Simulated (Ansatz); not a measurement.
# Ga3PN2: the band gap up the ladder of functionals

One table from this session's results is given with a row withheld; the runs are named, their logs left out.

Code: Ansatz 0.2.0. PAW datasets, plane waves. Simulation only: spin-unpolarised, and no claim that this is the phase found in nature.

**The structure to begin with**

The cell was relaxed beforehand with r2SCAN.

It is orthorhombic, Imm2 (No. 44); a = 3.402 Å, b = 10.249 Å, c = 4.789 Å in the conventional setting, 13.91 Å³ an atom. Near N stand 4 Ga at 1.96–2.01 Å; near Ga stand 3 N at 1.96–2.01 Å and 1 P at 2.32 Å; near P stand 4 Ga at 2.27–2.32 Å; near Ga stand 2 N at 1.98 Å and 2 P at 2.27 Å.

As a file:

Space group Imm2 (No. 44). a = 3.402 Å, b = 10.249 Å, c = 4.789 Å, α = 90.00°, β = 90.00°, γ = 90.00°
| atom | site | symmetry | x | y | z |
| --- | --- | --- | --- | --- | --- |
| N | 4d | m.. | 0.0000 | 0.3278 | 0.9992 |
| Ga | 4d | m.. | 0.5000 | 0.3136 | 0.2223 |
| P | 2a | mm2 | 0.0000 | 0.0000 | 0.9967 |
| Ga | 2b | mm2 | 0.5000 | 0.0000 | 0.3105 |

Set-up of the first run:

Input file input.yaml:

```yaml
crystal:
  lattice:
    - [-1.7010283552, 5.1243591648, 2.3942792778]
    - [1.7010283552, -5.1243591648, 2.3942792778]
    - [1.7010283552, 5.1243591648, -2.3942792778]
  atoms:
    - { symbol: "N", position: [0.3269844981, -0.0008350776, 0.3278195757] }
    - { symbol: Ga, position: [0.5358976786, 0.7222547296, 0.813642949] }
    - { symbol: "N", position: [0.6713453468, -0.0008350776, 0.6721804243] }
    - { symbol: Ga, position: [0.9086117806, 0.7222547296, 0.186357051] }
    - { symbol: P, position: [-0.0032984918, -0.0032984918, 0.0] }
    - { symbol: Ga, position: [0.3104591877, 0.8104591877, 0.5] }
kpoints:
  mp_grid: { grid: [10, 10, 10] }
  band_path:
    path:
      - [[0.0, 0.0, 0.0], [0.5, -0.5, 0.5], [0.2775476141592, -0.2775476141592, 0.7224523858408]]
      - [[-0.2775476141592, 0.2775476141592, 0.2775476141592], [0.0, 0.0, 0.0], [0.304577105462, 0.304577105462, -0.304577105462]]
      - [[0.695422894538, -0.304577105462, 0.304577105462], [0.5, -0.5, 0.5]]
      - [[0.0, 0.0, 0.0], [-9.840244183084e-18, 0.5, 9.840244183084e-18], [0.25, 0.25, 0.25], [0.5, 2.549925227762e-17, -2.549925227762e-17], [0.0, 0.0, 0.0], [-4.583807135717e-17, 4.583807135717e-17, 0.5], [0.25, 0.25, 0.25]]
    npoints: 10
hamiltonian:
  xc: pbe
scf:
  occupations: { method: fermi_dirac, width: 0.02 }
  n_extra_bands: 5
output:
  forces: true
  stress: true
  eigenvalues: true
  write_density: true
  write_potential: true
  elf: true
  volumetric_format: npy
```

On the command line:

```sh
$ ansatz run input.yaml --threads 4 --pin off --max-ram 6451MiB --backend cpu --events-out ev --progress --plain --runs-dir out
```

Among the steps run: Band structure with PBE; Single point with r2SCAN; HSE06 at the same geometry; Single point with PBE+SOC; PBE0 at the same geometry.

One table of the session follows, with a row left open; its other results are not shown here.

```
  level  gap (eV)
    PBE         ?
 r2SCAN      0.50
  HSE06      1.04
PBE+SOC      0.16
   PBE0      1.70
```

Q: Estimate the row for PBE from the others.

As computed: gap (eV): 0.15. In the column «gap (eV)» it is the lowest.

Meshes: PBE 10×10×10, r2SCAN 10×10×10, HSE06 6×6×6, PBE+SOC 10×10×10, PBE0 6×6×6

PBE reaches 15 % of the HSE06 value, and r2SCAN 48 %. PBE0 lies 0.66 eV above HSE06, which differs from it by screening the long-range exchange.

Caveats from the session: Warnings in the runs' records: stress scf threshold loose, stress exchange threshold loose.
